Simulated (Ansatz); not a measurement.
## CH₆S₃Si, SMILES [SiH3]CSSS: a rigid torsion scan, step by step

Program: the Python package of Ansatz (0.2.0).

The cells in order, each with its output:

```python
import ansatz
from ase import Atoms
```

```python
atoms = Atoms(["Si", "C", "S", "S", "S", "H", "H", "H", "H", "H", "H"], positions=[
    [-1.42, 0.4664, 0.9365],
    [0.1447, 0.8183, 0.0865],
    [1.4339, -0.1881, 0.819],
    [1.3426, -1.9924, -0.1189],
    [2.3621, -1.8249, -1.8574],
    [-1.3999, 0.8171, 2.38],
    [-2.483, 1.4013, 0.3478],
    [-1.8915, -0.8715, 0.7239],
    [0.106, 0.6626, -0.9497],
    [0.4339, 1.871, 0.2471],
    [1.4366, -1.2168, -2.5942],
])
```

```python
# start the scan from a relaxed geometry
first = (
    ansatz.Crystal.molecule_from_ase(atoms).calculation()
    .basis(gaussian="cc-pVDZ")
    .functional("B3LYP")
    .relax(force_tolerance=0.02, max_steps=80)  # relax until the tolerances are met
)
atoms.positions = first.run().report["positions_ang"]
```

```python
start = atoms.get_dihedral(2, 1, 0, 5)
energies = {}
for turn in range(0, 121, 15):
    turned = atoms.copy()
    turned.set_dihedral(2, 1, 0, 5, start + turn, indices=[0, 5, 6, 7])
    base = (
        ansatz.Crystal.molecule_from_ase(turned).calculation()
        .basis(gaussian="cc-pVDZ")  # the orbital basis, by name
        .functional("B3LYP")
    )
    energies[round((start + turn) % 360)] = base.run().report["free_energy_ev"]
floor = min(energies.values())
print("dihedral S2-C1-Si0-H5 (deg)   E - E(min) (eV)")
for angle, e in sorted(energies.items()):
    print(f"{angle:8d} {(e - floor):14.3f}  " + "#" * int(30 * (e - floor) / max(max(energies.values()) - floor, 1e-9)))
```

    dihedral S2-C1-Si0-H5 (deg)   E - E(min) (eV)
          62          0.000
          77          0.012  ####
          92          0.039  ###############
         107          0.066  #########################
         122          0.076  ##############################
         137          0.065  #########################
         152          0.038  ###############
         167          0.013  ####
         182          0.003  #

Notes:
- The scan is rigid and the energies are electronic, in a modest basis. With rigid groups the curve can differ much from the relaxed path, the start wasn't checked as a minimum of this torsion, and equivalent turns needn't return to the same energy.
- b3lyp holds the VWN-RPA fit, as in Gaussian; the form of ORCA and Turbomole is b3lyp5.
- The whole script took 2.1 min on 1 thread of Arm Neoverse V2 (shared host), peak memory 0.39 GiB.

(A comment or docstring line of the script was reworded after the run, the code is as it ran.)
